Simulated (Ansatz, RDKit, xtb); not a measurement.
**Isomers of C2H5BO, a sample narrowed down**

Which of a sample of isomers of C2H5BO is the most stable in the gas at 298.15 K, and what are its properties? The sample is small against all isomers, and the most stable one of this formula need not be in it.

Plan: many cheap relaxations first (GFN2-xTB), then density-functional screening, relaxation at r2SCAN-D4/def2-SVP, vibrations and a final energy. The numbers are computed, not measured.

## 1. Candidates

Isomers were taken from a list of plausible structures; this is a sample, not all of them. That gives 3 candidates.

| label | SMILES | spin |
| --- | --- | --- |
| c256 | B/C=C\O | singlet |
| c346 | B/C=C/O | singlet |
| c820 | BC(=C)O | singlet |

Candidates are built by distance geometry, with a force field where one applies, in up to four conformers (letters a to d).

## 2. Cheap relaxation of all starts

All 3 starts are relaxed the same way. One of them, c820a (taken from a list of positional isomers, embedded by distance geometry and UFF), in full:

start.xyz

```xyz
9
c820a
C     -0.530017     0.116113    -0.584669
C     -0.620237     1.164722     0.226427
B      0.115452    -1.220286    -0.086624
O     -1.024523     0.259132    -1.855156
H      0.565535    -1.283004     0.974061
H      0.157504    -2.137322    -0.815147
H     -0.231566     1.160989     1.222469
H     -1.059115     2.107989    -0.125351
H     -0.970659    -0.538723    -2.553940
```

Launch:

```console
$ xtb start.xyz --gfn 2 --opt
```

What it wrote, shortened:

```text
* xtb version 6.7.1
[...]
          :  # basis functions                  21          :
[...]
          :  # electrons                        22          :
[...]
          :  Hamiltonian                  GFN2-xTB          :
[...]
          :  net charge                          0          :
          :  unpaired electrons                  0          :
[...]
   *** convergence criteria satisfied after 13 iterations ***
[...]
   *** GEOMETRY OPTIMIZATION CONVERGED AFTER 7 ITERATIONS ***
[...]
   *** convergence criteria satisfied after 3 iterations ***
[...]
         ::                     SUMMARY                     ::
         :::::::::::::::::::::::::::::::::::::::::::::::::::::
         :: total energy             -12.079633254991 Eh    ::
         :: gradient norm              0.000662937571 Eh/a0 ::
         :: HOMO-LUMO gap              2.820703135133 eV    ::
         ::.................................................::
         :: SCC energy               -12.226852743418 Eh    ::
         :: -> isotropic ES            0.038583267079 Eh    ::
         :: -> anisotropic ES          0.004664086323 Eh    ::
         :: -> anisotropic XC          0.002399892698 Eh    ::
         :: -> dispersion             -0.003677539541 Eh    ::
         :: repulsion energy           0.147219488427 Eh    ::
         :: add. restraining           0.000000000000 Eh    ::
         :: total charge               0.000000000000 e     ::
         :::::::::::::::::::::::::::::::::::::::::::::::::::::
[...]
        11        2.0000           -0.3895951             -10.6014 (HOMO)
        12                         -0.2859362              -7.7807 (LUMO)
[...]
     #   Z          covCN         q      C6AA      α(0)
     1   6 C        2.736     0.062    26.583     8.441
     2   6 C        2.839    -0.097    30.435     9.041
     3   5 B        2.785     0.214    18.086     7.110
     4   8 O        1.660    -0.404    20.922     6.175
     5   1 H        0.940    -0.085     5.045     3.512
     6   1 H        0.938    -0.095     5.387     3.629
     7   1 H        0.926     0.051     2.313     2.378
     8   1 H        0.926     0.059     2.214     2.327
     9   1 H        0.805     0.295     0.737     1.348
[...]
     #   Z sym  total        # sym  WBO       # sym  WBO       # sym  WBO
 ---------------------------------------------------------------------------
     1   6 C    3.905 --     2 C    1.758     3 B    1.080     4 O    1.060
     2   6 C    3.990 --     1 C    1.758     7 H    0.979     8 H    0.974
                             3 B    0.152     4 O    0.110
     3   5 B    3.225 --     1 C    1.080     5 H    0.982     6 H    0.978
                             2 C    0.152
     4   8 O    2.107 --     1 C    1.060     9 H    0.896     2 C    0.110
     5   1 H    0.993 --     3 B    0.982
     6   1 H    0.991 --     3 B    0.978
     7   1 H    0.997 --     2 C    0.979
     8   1 H    0.997 --     2 C    0.974
     9   1 H    0.913 --     4 O    0.896
 ---------------------------------------------------------------------------
[...]
molecular dipole:
                 x           y           z       tot (Debye)
 q only:        0.119      -0.273       0.061
   full:        0.125      -0.359      -0.006       0.967
molecular quadrupole (traceless):
[...]
          | TOTAL ENERGY              -12.079633254991 Eh   |
          | GRADIENT NORM               0.000662937571 Eh/α |
          | HOMO-LUMO GAP               2.820703135133 eV   |
           -------------------------------------------------
[...]
```

Wall time 0.08 s (2 threads of Intel Xeon Platinum 8375C at 2.90GHz (Ice Lake), shared host).

## 3. The minima found

3 of the 3 relaxations converged. 3 distinct structures remain:

```
label  start  SMILES after     spin  energy (kcal/mol)
c346a  drawn       B/C=C/O  singlet                0.0
c256a  drawn       B/C=C\O  singlet                2.5
c820a  drawn       BC(=C)O  singlet                3.0
```

## 4. Single points on the low minima

A choice of the minima (the low ones first, few conformers of a pattern, up to a cap) and the lowest that fell apart get a single point at r2SCAN-D4/def2-SVP on the tight-binding geometry, and one at HF/STO-3G for comparison. The lowest singlets are also tried as triplets at the same geometry (label ending in t). The first, c346a:

input.yaml

```yaml
crystal:
  periodic: [false, false, false]
  atoms:
    - {symbol: C, position_ang: [-0.382742, 0.293715, 0.121823]}
    - {symbol: C, position_ang: [-0.728177, 0.134076, -1.164830]}
    - {symbol: B, position_ang: [0.330008, -0.787779, 0.925116]}
    - {symbol: O, position_ang: [-1.359792, 1.093416, -1.875830]}
    - {symbol: H, position_ang: [0.614425, -0.603083, 2.044217]}
    - {symbol: H, position_ang: [0.593240, -1.809374, 0.415606]}
    - {symbol: H, position_ang: [-0.645782, 1.250623, 0.556092]}
    - {symbol: H, position_ang: [-0.507619, -0.790278, -1.689762]}
    - {symbol: H, position_ang: [-1.528432, 0.813446, -2.781580]}
basis:
  gaussian:
    orbitals: def2-SVP
total_charge: 0
hamiltonian:
  xc: {name: r2SCAN}
  dispersion: d4
scf:
  lower_state_search: off
output: {orbitals: {seedname: orbitals}}
```

Launch:

```console
$ ansatz run input.yaml --threads 2 --pin off --max-ram 5220MiB --events-out events.jsonl --progress --plain --runs-dir runs
```

What it wrote, shortened:

```text
Warning: RAYON_NUM_THREADS=2 ignored (pool sized by the plan → 2); use --threads N
Functional definition: r2SCAN
  name "r2SCAN"
[...]
903 factors; their error is unknown
[...]
mean field -4871.10727890 eV, -179.0098907443 hartree, gradient 3.3e-6 eV, S^2 0.000000; 0 other end points of the search recorded, 0 dependent functions left out
reference -4871.10728819 eV, -179.0098910858 hartree; 15, 15 occupied and 66, 66 virtual orbitals, 903 factors
Total energy: -4871.13834444 eV, -179.0110323821 hartree
Checks for a lower state left out: stability, starts, cluster_reference, orbital_swaps, neighbouring_geometries, increment
```

Wall time 1.3 s (2 threads of Intel Xeon Platinum 8375C at 2.90GHz (Ice Lake), shared host).

Relative energies in kcal/mol, each column from its lowest structure that stays in one piece:

```
 label   SMILES     spin  GFN2-xTB  HF/STO-3G  r2SCAN-D4/def2-SVP
 c346a  B/C=C/O  singlet       0.0        0.0                 0.0
 c256a  B/C=C\O  singlet       2.5        2.0                 3.1
 c820a  BC(=C)O  singlet       3.0        5.2                 7.1
c820at  BC(=C)O  triplet         –          –                62.6
c346at  B/C=C/O  triplet         –          –                76.6
```

## 5. Third filter: density-functional geometries

3 candidates are relaxed at r2SCAN-D4/def2-SVP (chosen among the lowest in one piece). The first, c346a:

input.yaml: that of step 4 with these lines changed.

```diff
@@ -15,3 +15,6 @@
     orbitals: def2-SVP
-total_charge: 0
+relax:
+  f_tol: 0.003
+scf:
+  lower_state_search: "off"
 hamiltonian:
@@ -19,4 +22 @@
   dispersion: d4
-scf:
-  lower_state_search: off
-output: {orbitals: {seedname: orbitals}}
```

Launch:

```console
$ ansatz run input.yaml --threads 2 --pin off --max-ram 5220MiB --events-out events.jsonl --progress --plain --runs-dir runs
```

What it wrote, shortened:

```text
Warning: RAYON_NUM_THREADS=2 ignored (pool sized by the plan → 2); use --threads N
[...]
[... 2 set-up lines as earlier in the session ...]
[...]
903 factors; their error is unknown
[...]
mean field -4871.10727858 eV, -179.0098907329 hartree, gradient 3.0e-6 eV, S^2 0.000000; 0 other end points of the search recorded, 0 dependent functions left out
[...]
reference -4871.10728788 eV, -179.0098910743 hartree; 15, 15 occupied and 66, 66 virtual orbitals, 903 factors
relax step   1: F+E_penalty+E_count = -4871.13833484 eV  Δ(F+E_penalty+E_count) = +0.000e0 eV  max|allowed force component| = 9.691e-1 eV/Å  Δτ_max = 0.0000 Å  (16 SCF iters, accepted)
[...]
relax step   7: F+E_penalty+E_count = -4871.21173588 eV  Δ(F+E_penalty+E_count) = +3.667e-7 eV  max|allowed force component| = 5.005e-3 eV/Å  Δτ_max = 0.0006 Å  (12 SCF iters, rejected (line search))
[...]
Atom 0 at    -0.392857     0.343081     0.152281 Å, force    -0.000148    -0.000039    -0.000085 eV/Å
Atom 1 at    -0.730158     0.151501    -1.150089 Å, force     0.000230    -0.000070    -0.000086 eV/Å
Atom 2 at     0.315257    -0.769640     0.903373 Å, force     0.000013     0.000057    -0.000008 eV/Å
Atom 3 at    -1.355266     1.075373    -1.889760 Å, force    -0.000080     0.000086    -0.000001 eV/Å
Atom 4 at     0.638904    -0.654617     2.062865 Å, force    -0.000031     0.000050     0.000025 eV/Å
Atom 5 at     0.564642    -1.806661     0.323420 Å, force    -0.000027    -0.000039    -0.000059 eV/Å
Atom 6 at    -0.660053     1.313570     0.589617 Å, force     0.000055    -0.000045     0.000002 eV/Å
Atom 7 at    -0.494533    -0.796807    -1.656824 Å, force     0.000012    -0.000008     0.000126 eV/Å
Atom 8 at    -1.500806     0.738962    -2.784032 Å, force    -0.000024     0.000008     0.000087 eV/Å
Dipole moment:    -0.233997     0.016854    -0.707514 e Å
Checks for a lower state left out: stability, starts, cluster_reference, orbital_swaps, neighbouring_geometries, increment
```

It took 11 s on 2 threads of Intel Xeon Platinum 8375C at 2.90GHz (Ice Lake), shared host; peak memory 0.14 GiB.

Energy change by step (eV): 0.0000, -0.0627, -0.0724, -0.0733, -0.0734, -0.0734, -0.0734, -0.0734.

After the run. Bond lengths: C1–C2 1.359 Å, C1–B3 1.518 Å, C2–O4 1.338 Å, B3–H5 1.209 Å, B3–H6 1.214 Å, C1–H7 1.097 Å, C2–H8 1.101 Å, O4–H9 0.966 Å. Angles: C1–C2–O4 123.2°, C2–C1–B3 119.1°, C1–C2–H8 120.6°, O4–C2–H8 116.1°, C2–C1–H7 116.5°, B3–C1–H7 124.4°, C1–B3–H5 122.0°, C1–B3–H6 119.1°, C2–O4–H9 110.0°, H5–B3–H6 119.0°.

## 6. Ranking at r2SCAN-D4/def2-SVP

```
label     spin  r2SCAN-D4/def2-SVP (kcal/mol)  r2SCAN-D4/def2-SVP, relaxed (kcal/mol)   time
c346a  singlet                            0.0                                     0.0   11 s
c256a  singlet                            3.1                                     3.4  7.8 s
c820a  singlet                            7.1                                     7.3   12 s
```

c346a: Bond lengths: C1–C2 1.359 Å, C1–B3 1.518 Å, C2–O4 1.338 Å, B3–H5 1.209 Å, B3–H6 1.214 Å, C1–H7 1.097 Å, C2–H8 1.101 Å, O4–H9 0.966 Å. Angles: C1–C2–O4 123.2°, C2–C1–B3 119.1°, C1–C2–H8 120.6°, O4–C2–H8 116.1°, C2–C1–H7 116.5°, B3–C1–H7 124.4°, C1–B3–H5 122.0°, C1–B3–H6 119.1°, C2–O4–H9 110.0°, H5–B3–H6 119.0°.

c256a: Bond lengths: C1–C2 1.361 Å, C1–B3 1.526 Å, C2–O4 1.339 Å, B3–H5 1.210 Å, B3–H6 1.209 Å, C1–H7 1.096 Å, C2–H8 1.102 Å, O4–H9 0.965 Å. Angles: C1–C2–O4 123.7°, C2–C1–B3 124.8°, C1–C2–H8 121.5°, O4–C2–H8 114.8°, C2–C1–H7 113.5°, B3–C1–H7 121.7°, C1–B3–H5 120.1°, C1–B3–H6 120.9°, C2–O4–H9 109.6°, H5–B3–H6 119.0°.

c820a: Bond lengths: C1–C2 1.360 Å, C1–B3 1.542 Å, C1–O4 1.366 Å, B3–H5 1.205 Å, B3–H6 1.213 Å, C2–H7 1.090 Å, C2–H8 1.096 Å, O4–H9 0.966 Å. Angles: C2–C1–B3 120.2°, C2–C1–O4 118.5°, B3–C1–O4 121.3°, C1–C2–H7 119.6°, C1–C2–H8 121.6°, C1–B3–H5 120.0°, C1–B3–H6 120.0°, C1–O4–H9 107.8°, H7–C2–H8 118.8°, H5–B3–H6 120.0°.

## 7. Harmonic analysis of the finalists

The lowest few in one piece go on as finalists. Harmonic vibrations at r2SCAN-D4/def2-SVP test each finalist and give the zero-point energy and the thermal terms. The first, c346a:

input.yaml

```yaml
basis:
  gaussian: {orbitals: def2-SVP}
crystal:
  periodic: [false, false, false]
  atoms:
    - symbol: C
      position_ang: [-0.392857, 0.343081, 0.152281]
    - symbol: C
      position_ang: [-0.730158, 0.151501, -1.150089]
    - symbol: B
      position_ang: [0.315257, -0.769640, 0.903373]
    - symbol: O
      position_ang: [-1.355266, 1.075373, -1.889760]
    - symbol: H
      position_ang: [0.638904, -0.654617, 2.062865]
    - symbol: H
      position_ang: [0.564642, -1.806661, 0.323420]
    - symbol: H
      position_ang: [-0.660053, 1.313570, 0.589617]
    - symbol: H
      position_ang: [-0.494533, -0.796807, -1.656824]
    - symbol: H
      position_ang: [-1.500806, 0.738962, -2.784032]
hamiltonian: {xc: r2scan, dispersion: d4}
scf: {lower_state_search: off}
phonons: {}
```

Launch:

```console
$ ansatz run input.yaml --threads 2 --pin off --max-ram 5220MiB --events-out events.jsonl --progress --plain --runs-dir runs
```

What it wrote, shortened:

```text
Warning: RAYON_NUM_THREADS=2 ignored (pool sized by the plan → 2); use --threads N
[... 2 set-up lines as earlier in the session ...]
[...]
903 factors; their error is unknown
[...]
mean field -4871.18058536 eV, -179.0125847073 hartree, gradient 2.7e-6 eV, S^2 0.000000; 0 other end points of the search recorded, 0 dependent functions left out
[...]
reference -4871.18059466 eV, -179.0125850491 hartree; 15, 15 occupied and 66, 66 virtual orbitals, 903 factors
[...]
903 factors; their error is unknown
mean field -4871.18052056 eV, -179.0125823258 hartree, gradient 1.3e-6 eV, S^2 0.000000; 0 other end points of the search recorded, 0 dependent functions left out
[...]
reference -4871.18052986 eV, -179.0125826676 hartree; 15, 15 occupied and 66, 66 virtual orbitals, 903 factors
[...]
903 factors; their error is unknown
[...]
Atom 2 at     0.315257    -0.769640     0.903373 Å, force     0.000005     0.000070    -0.000007 eV/Å
Atom 3 at    -1.355266     1.075373    -1.889760 Å, force    -0.000060     0.000059     0.000030 eV/Å
Atom 4 at     0.638904    -0.654617     2.062865 Å, force    -0.000038     0.000051     0.000001 eV/Å
Atom 5 at     0.564642    -1.806661     0.323420 Å, force    -0.000018    -0.000044    -0.000043 eV/Å
Atom 6 at    -0.660053     1.313570     0.589617 Å, force     0.000058    -0.000068    -0.000014 eV/Å
Atom 7 at    -0.494533    -0.796807    -1.656824 Å, force     0.000013    -0.000012     0.000128 eV/Å
Atom 8 at    -1.500806     0.738962    -2.784032 Å, force    -0.000026     0.000008     0.000080 eV/Å
Dipole moment:    -0.233997     0.016854    -0.707514 e Å
Vibrations: 192.30 276.75 423.73 513.49 531.83 815.01 875.83 988.22 1000.41 1063.41 1153.80 1204.59 1286.59 1343.42 1360.30 1682.75 2539.55 2630.93 3127.20 3153.44 3830.72 cm⁻¹, zero-point energy 1.859410 eV
Checks for a lower state left out: stability, starts, cluster_reference, orbital_swaps, neighbouring_geometries, increment
```

It took 57 s on 2 threads of Intel Xeon Platinum 8375C at 2.90GHz (Ice Lake), shared host; peak memory 0.14 GiB.

## 8. Zero-point energy and free-energy terms

At 298.15 K and 1 atm, ideal gas, rigid rotor and harmonic oscillator:

```csv
label,SMILES,spin,point group,lowest mode (cm⁻¹),zero-point (kcal/mol),G − E (kcal/mol)
c346a,B/C=C/O,singlet,Cs,192,42.9,26.2
c256a,B/C=C\O,singlet,Cs,254,42.8,26.1
c820a,BC(=C)O,singlet,Cs,172,42.2,25.4
```

## 9. Energies at the top level

Single points at CCSD(T)/def2-TZVP on the refined geometries decide the order.

c346a, CCSD(T)/def2-TZVP:

input.yaml: that of step 7 with these lines changed.

```diff
@@ -1,3 +1,3 @@
 basis:
-  gaussian: {orbitals: def2-SVP}
+  gaussian: {orbitals: def2-TZVP}
 crystal:
@@ -23,4 +23,2 @@
       position_ang: [-1.500806, 0.738962, -2.784032]
-hamiltonian: {xc: r2scan, dispersion: d4}
-scf: {lower_state_search: off}
-phonons: {}
+correlation: {method: ccsd_t, frozen_orbitals: {C: 1, H: 0, B: 1, O: 1}}
```

Launch:

```console
$ ansatz run input.yaml --threads 2 --pin off --max-ram 5220MiB --events-out events.jsonl --progress --plain --runs-dir runs
```

What it wrote, shortened:

```text
Warning: RAYON_NUM_THREADS=2 ignored (pool sized by the plan → 2); use --threads N
Functional definition: HF
  name "HF"
[...]
1047 factors; integrals over basis functions are off by at most 1.1e-3 eV
[...]
mean field -4849.86841721 eV, -178.2293769735 hartree, gradient 2.7e-6 eV, S^2 0.000000; 0 other end points of the search recorded, 0 dependent functions left out
4 core orbitals not correlated: weight in the atoms' cores, before any rotation towards them, 1.000 or more for the frozen orbitals, at most 0.000 for the correlated occupied ones
reference -4849.86841721 eV, -178.2293769735 hartree; 11, 11 occupied and 139, 139 virtual orbitals, 1047 factors
second order -17.64096589 eV of doubles, -0.00000000 eV of singles
cycle   1  -17.94618620 eV  change   -3.1e-1 eV  update   9.7e-2
[...]
cycle  10  -18.51024425 eV  change    1.7e-7 eV  update   2.2e-5
perturbative correction -0.77630184 eV, -0.0285285663 hartree
Total energy: -4869.15496329 eV, -178.9381444691 hartree
```

Run time: 24 s. Hardware: 2 threads of Intel Xeon Platinum 8375C at 2.90GHz (Ice Lake), shared host; peak memory 1.2 GiB.

## 10. c256a at CCSD(T)/def2-TZVP

input.yaml

```yaml
crystal:
  periodic: [false, false, false]
  atoms:
    - {symbol: C, position_ang: [-0.061084, 0.337289, 0.166614]}
    - {symbol: C, position_ang: [-0.387410, 0.626479, -1.122203]}
    - {symbol: B, position_ang: [-0.323473, -0.999559, 0.853177]}
    - {symbol: O, position_ang: [-0.985106, -0.240634, -1.949518]}
    - {symbol: H, position_ang: [0.003540, -1.164800, 2.006779]}
    - {symbol: H, position_ang: [-0.857785, -1.907298, 0.260444]}
    - {symbol: H, position_ang: [0.422315, 1.169533, 0.691693]}
    - {symbol: H, position_ang: [-0.171948, 1.612958, -1.563986]}
    - {symbol: H, position_ang: [-1.121421, 0.174075, -2.810456]}
basis:
  gaussian:
    orbitals: def2-TZVP
correlation:
  method: ccsd_t
  frozen_orbitals: {C: 1, H: 0, B: 1, O: 1}
```

Launch:

```console
$ ansatz run input.yaml --threads 2 --pin off --max-ram 5220MiB --events-out events.jsonl --progress --plain --runs-dir runs
```

What it wrote, shortened:

```text
Warning: RAYON_NUM_THREADS=2 ignored (pool sized by the plan → 2); use --threads N
[... 2 set-up lines as earlier in the session ...]
[...]
1047 factors; integrals over basis functions are off by at most 1.1e-3 eV
[...]
mean field -4849.70867766 eV, -178.2235066535 hartree, gradient 3.8e-6 eV, S^2 0.000000; 0 other end points of the search recorded, 0 dependent functions left out
4 core orbitals not correlated: weight in the atoms' cores, before any rotation towards them, 1.000 or more for the frozen orbitals, at most 0.000 for the correlated occupied ones
reference -4849.70867766 eV, -178.2235066535 hartree; 11, 11 occupied and 139, 139 virtual orbitals, 1047 factors
second order -17.63145993 eV of doubles, -0.00000000 eV of singles
cycle   1  -17.94582479 eV  change   -3.1e-1 eV  update   9.6e-2
[...]
cycle  10  -18.51169256 eV  change    1.4e-5 eV  update   2.3e-5
perturbative correction -0.77353303 eV, -0.0284268147 hartree
Total energy: -4868.99390326 eV, -178.9322256220 hartree
```

Run time: 23 s. Hardware: 2 threads of Intel Xeon Platinum 8375C at 2.90GHz (Ice Lake), shared host; peak memory 1.2 GiB.

For c820a the log finds that unrestricted Hartree-Fock orbitals lie lower, a sign to watch the closed-shell reference there.

## 11. Free energies and the winner

Energies in kcal/mol from c346a; G adds the thermal terms to the CCSD(T)/def2-TZVP energy. The columns left of the relaxed level are at the tight-binding geometries.

```
label   SMILES     spin  GFN2-xTB  HF/STO-3G  r2SCAN-D4/def2-SVP  r2SCAN-D4/def2-SVP, relaxed  HF/def2-TZVP  MP2/def2-TZVP  CCSD(T)/def2-TZVP    G  share at equilibrium     T1
c346a  B/C=C/O  singlet       0.0        0.0                 0.0                          0.0           0.0            0.0                0.0  0.0                99.7 %  0.014
c256a  B/C=C\O  singlet       2.5        2.0                 3.1                          3.4           3.7            3.9                3.7  3.6                 0.2 %  0.014
c820a  BC(=C)O  singlet       3.0        5.2                 7.1                          7.3           6.6            6.1                5.1  4.3                 0.1 %  0.013
```

Lowest found: c346a, `B/C=C/O`, a singlet of point group Cs. Bond lengths: C1–C2 1.359 Å, C1–B3 1.518 Å, C2–O4 1.338 Å, B3–H5 1.209 Å, B3–H6 1.214 Å, C1–H7 1.097 Å, C2–H8 1.101 Å, O4–H9 0.966 Å. Angles: C1–C2–O4 123.2°, C2–C1–B3 119.1°, C1–C2–H8 120.6°, O4–C2–H8 116.1°, C2–C1–H7 116.5°, B3–C1–H7 124.4°, C1–B3–H5 122.0°, C1–B3–H6 119.1°, C2–O4–H9 110.0°, H5–B3–H6 119.0°.

```xyz
9

C    -0.3929    0.3431    0.1523
C    -0.7302    0.1515   -1.1501
B     0.3153   -0.7696    0.9034
O    -1.3553    1.0754   -1.8898
H     0.6389   -0.6546    2.0629
H     0.5646   -1.8067    0.3234
H    -0.6601    1.3136    0.5896
H    -0.4945   -0.7968   -1.6568
H    -1.5008    0.7390   -2.7840
```

## 12. Summary of results

| quantity | value |
| --- | --- |
| lowest structure found | B/C=C/O, singlet, Cs |
| next finalist | B/C=C\O, singlet, 3.6 kcal/mol higher in G |
| share at equilibrium, among the finalists | 99.7 % |
| funnel | 3 starts, 3 minima at GFN2-xTB, 5 screening runs, 3 relaxed, 3 ranked |
| CPU time of all runs | 8.9 min |
| harmonic wavenumbers, lowest and highest (r2SCAN-D4/def2-SVP) | 192 and 3831 cm⁻¹ |
| rotational constants, same geometry | 1.458, 0.143, 0.1303 cm⁻¹ |

What this shows: The search ends on `B/C=C/O`. The next finalist is drawn with the same bonds. GFN2-xTB, HF/STO-3G, r2SCAN-D4/def2-SVP, r2SCAN-D4/def2-SVP, relaxed, HF/def2-TZVP and MP2/def2-TZVP already put its bonding pattern lowest among the structures in one piece. The largest share of the time went into the vibrations (63 %). Lowest found is not proven lowest: the search is finite, and each finalist counts with one conformer. Only 3 drawn patterns were tried, so whole families of isomers are missing, and the result ranks this sample alone.
